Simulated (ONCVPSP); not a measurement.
# Pseudopotential generation for Pm: ONCV, PBE

Aim: build the potential from the settings below, then test how well it stands in for the atom: other configurations, scattering, ghost states and the plane-wave cutoff that it needs.

Method: ONCVPSP 4.0.1, PBE, fully relativistic.

## Step 1: The atom and the settings

Typed settings, in words:

- element: promethium (Pm, Z = 61)
- type: optimised norm-conserving Vanderbilt (ONCV)
- frozen core: [Kr] 4d10
- valence charge: 15
- reference configuration: 4f4 5s2 5p6 5d1 6s2
- partial waves: 5s+6s: rc 2.50 bohr, ncon 4, nbas 8, qcut 4.1 1/bohr, 3 projectors, debl 1.5 Ha; 5p: rc 1.55 bohr, ncon 4, nbas 8, qcut 4.9 1/bohr, 1 projector; 5d: rc 2.15 bohr, ncon 4, nbas 7, qcut 4.2 1/bohr, 2 projectors, debl 1.9 Ha; 4f: rc 0.85 bohr, ncon 3, nbas 8, qcut 19.3 1/bohr, 2 projectors, debl 0.8 Ha
- local potential: polynomial inside 0.65 bohr (lpopt 3, dvloc0 1 Ha)
- core correction: polynomial model core, fcfact 0.4

An earlier all-electron run gives the scale for the radii.

All-electron outer shells of the reference configuration (PBE, scalar-relativistic, ld1.x):

```tsv
shell	level (eV)	outermost node (bohr)	outermost maximum (bohr)
4d	-129.31	0.29	0.60
5s	-45.21	0.70	1.27
5p	-25.34	0.75	1.44
4f	-7.48	–	0.62
6s	-3.93	1.70	3.54
5d	-2.84	0.85	2.04
6p	-1.34	2.03	4.72
```

## Step 2: Generating the potential

Pm.dat reads:

```
# ATOM AND REFERENCE CONFIGURATION
# atsym  z   nc   nv     iexc    psfile
  Pm 61.00    9    5        4      upf
#
#   n    l    f
    1    0    2.00
    2    0    2.00
    2    1    6.00
    3    0    2.00
    3    1    6.00
    3    2   10.00
    4    0    2.00
    4    1    6.00
    4    2   10.00
    4    3    4.00
    5    0    2.00
    5    1    6.00
    5    2    1.00
    6    0    2.00
#
# PSEUDOPOTENTIAL AND OPTIMIZATION
# lmax
    3
#
#   l,   rc,      ep,       ncon, nbas, qcut
    0    2.50    0.00    4    8    4.10
    1    1.55    0.00    4    8    4.90
    2    2.15    0.00    4    7    4.20
    3    0.85    0.00    3    8   19.30
#
# LOCAL POTENTIAL
# lloc, lpopt,  rc(5),   dvloc0
    4    3    0.65    1.00
#
# VANDERBILT-KLEINMAN-BYLANDER PROJECTORs
# l, nproj, debl
    0    3    1.50
    1    1    3.10
    2    2    1.90
    3    2    0.80
#
# MODEL CORE CHARGE
# icmod, fcfact, rcfact
    1    0.40    0.00
#
# LOG DERIVATIVE ANALYSIS
# epsh1, epsh2, depsh
   -3.00    5.00    0.02
#
# OUTPUT GRID
# rlmax, drl
    6.00    0.01
#
# TEST CONFIGURATIONS
# ncnf
    4
# nvcnf
#   n    l    f
    5
    4    3    5.00
    5    0    2.00
    5    1    6.00
    5    2    0.00
    6    0    2.00
#
    5
    4    3    5.00
    5    0    2.00
    5    1    6.00
    5    2    0.00
    6    0    1.00
#
    5
    4    3    5.00
    5    0    2.00
    5    1    6.00
    5    2    0.00
    6    0    0.00
#
    5
    4    3    5.00
    5    0    1.00
    5    1    6.00
    5    2    0.00
    6    0    2.00
#
```

Run with:

```sh
oncvpspr.x < Pm.dat > Pm.out
```

Before running it: what results should come out? Wanted: cutoffs for 1 and 0.1 mHa per electron, occupied waves; bound ghosts; GHOST(+) flags; largest test error; largest phase difference near zero energy, channels read; rms error of d²Exc/dn², without and with the model core.

**Answer**, as computed:

| quantity | value |
| --- | --- |
| cutoffs for 1 and 0.1 mHa per electron, occupied waves | 152 Ha and 167 Ha |
| bound ghosts | s at -344.26 eV, p3/2 at -303.61 eV, p1/2 at -275.85 eV |
| GHOST(+) flags | s at 175 eV, d5/2 at 37 eV, d3/2 at 45 eV |
| largest test error (AE − PS) | +205 meV, for 4f5 5s1 5p6 5d0 6s2 |
| largest phase difference near zero energy, channels read | 0.007 rad |
| rms error of d²Exc/dn², without and with the model core | 10.36 and 3.00 mHa |

In words: A bound ghost (s, p3/2, p1/2) makes it unfit for use: electrons can fall into a state that the atom doesn't have. The worst unpolarised test, 4f5 5s1 5p6 5d0 6s2, is off by 205 meV on 44.8 eV; by total energies transferability rates as poor. By its cutoff, 152 Ha for the looser tolerance, it is very hard. At the looser tolerance the 4f wave is the slowest; 5p needs 48 Ha. Near zero energy the phases of the channels with partial waves agree within 0.007 rad. The program also flags highly localised states, GHOST(+) (s, d5/2, d3/2).
